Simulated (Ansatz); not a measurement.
**CH6AlNO2Si: up Jacob's ladder to CCSD(T)**

The task here is to estimate one member of a computed series from the others.

The runs use Ansatz 0.2.0, Gaussian basis; functionals in def2-TZVPP, the program's frozen cores in correlated methods.

The runs, in order: PBE-D4, r2SCAN-D4, PBE0-D4, B3LYP-D4, ωB97X-V, ωB97M-V, B2PLYP; CCSD(T)/def2-TZVPP; MP2/def2-QZVPP; extrapolation to the limit.

## Structure used throughout

The geometry comes from an earlier relaxation with PBE0-D4 in a triple-zeta def2 set; it is a stationary point, not always the lowest conformer.

SMILES `N[SiH]1C[O][Al]1[OH]`, 12 atoms, charge 0, spin multiplicity 1.

Atoms are counted from 1 here; the program's logs count them from 0.

Bond lengths: N1–Si2 1.713 Å, N1–H7 1.005 Å, N1–H8 1.005 Å, Si2–C3 1.934 Å, Si2–Al5 2.415 Å, Si2–H9 1.491 Å, C3–O4 1.437 Å, C3–H10 1.096 Å, C3–H11 1.097 Å, O4–Al5 1.725 Å, Al5–O6 1.689 Å, O6–H12 0.955 Å. Angles: Si2–N1–H7 121.9°, Si2–N1–H8 123.4°, H7–N1–H8 112.4°, N1–Si2–C3 121.5°, N1–Si2–Al5 126.9°, N1–Si2–H9 105.2°, C3–Si2–Al5 69.8°, C3–Si2–H9 110.7°, Al5–Si2–H9 118.9°, Si2–C3–O4 105.2°, Si2–C3–H10 112.3°, Si2–C3–H11 112.0°, O4–C3–H10 109.3°, O4–C3–H11 110.2°, H10–C3–H11 107.9°, C3–O4–Al5 105.3°, Si2–Al5–O4 79.3°, Si2–Al5–O6 156.9° and more.

Set-up of the first run:

Contents of in.yaml:

```yaml
crystal:
  periodic: [false, false, false]
  atoms:
    - {symbol: N, position_ang: [-0.992744, -0.253596, -1.991270]}
    - {symbol: Si, position_ang: [0.221091, -0.370841, -0.788329]}
    - {symbol: C, position_ang: [0.937254, 1.200474, 0.083368]}
    - {symbol: O, position_ang: [0.775105, 0.956367, 1.490662]}
    - {symbol: Al, position_ang: [-0.114438, -0.517153, 1.598641]}
    - {symbol: O, position_ang: [-0.661644, -1.179808, 3.053013]}
    - {symbol: H, position_ang: [-0.776811, -0.318175, -2.971179]}
    - {symbol: H, position_ang: [-1.900202, 0.143933, -1.824046]}
    - {symbol: H, position_ang: [1.314144, -1.169797, -1.413369]}
    - {symbol: H, position_ang: [2.000378, 1.350571, -0.138552]}
    - {symbol: H, position_ang: [0.401224, 2.111888, -0.207222]}
    - {symbol: H, position_ang: [-1.126359, -2.008964, 3.142284]}
basis:
  gaussian: {orbitals: def2-TZVPP}
hamiltonian: {xc: pbe, dispersion: d4}
output: {forces: true, orbitals: {seedname: orbitals}}
```

Run with:

```sh
$ ansatz run in.yaml --threads 4 --pin off --events-out ev --progress --plain --max-ram 10444MiB
```

Steps of the session up to this table: PBE-D4 (GGA); r2SCAN-D4 (meta-GGA); PBE0-D4 (hybrid); B3LYP-D4 (hybrid); ωB97X-V (range-separated); ωB97M-V (range-separated); B2PLYP (double hybrid); CCSD(T) in def2-TZVPP; MP2 in def2-QZVPP.

One of the session's tables, all rows but one given; the rest of the session is left out.

```
            method  atomisation energy (kJ/mol)
            PBE-D4                       4527.8
         r2SCAN-D4                       4449.7
           PBE0-D4                       4419.1
          B3LYP-D4                       4428.0
           ωB97X-V                       4462.6
           ωB97M-V                       4457.0
            B2PLYP                       4386.5
     HF/def2-TZVPP                       3064.3
    MP2/def2-TZVPP                       4412.8
   CCSD/def2-TZVPP                       4229.3
CCSD(T)/def2-TZVPP                       4307.8
           MP2/CBS                       4559.5
       CCSD(T)/CBS                            ?
```

Q: Estimate the row for CCSD(T)/CBS from the others.

The run gave: atomisation energy (kJ/mol): 4454.4. In the column «atomisation energy (kJ/mol)» it lies between r2SCAN-D4 (4449.7) and ωB97M-V (4457.0).
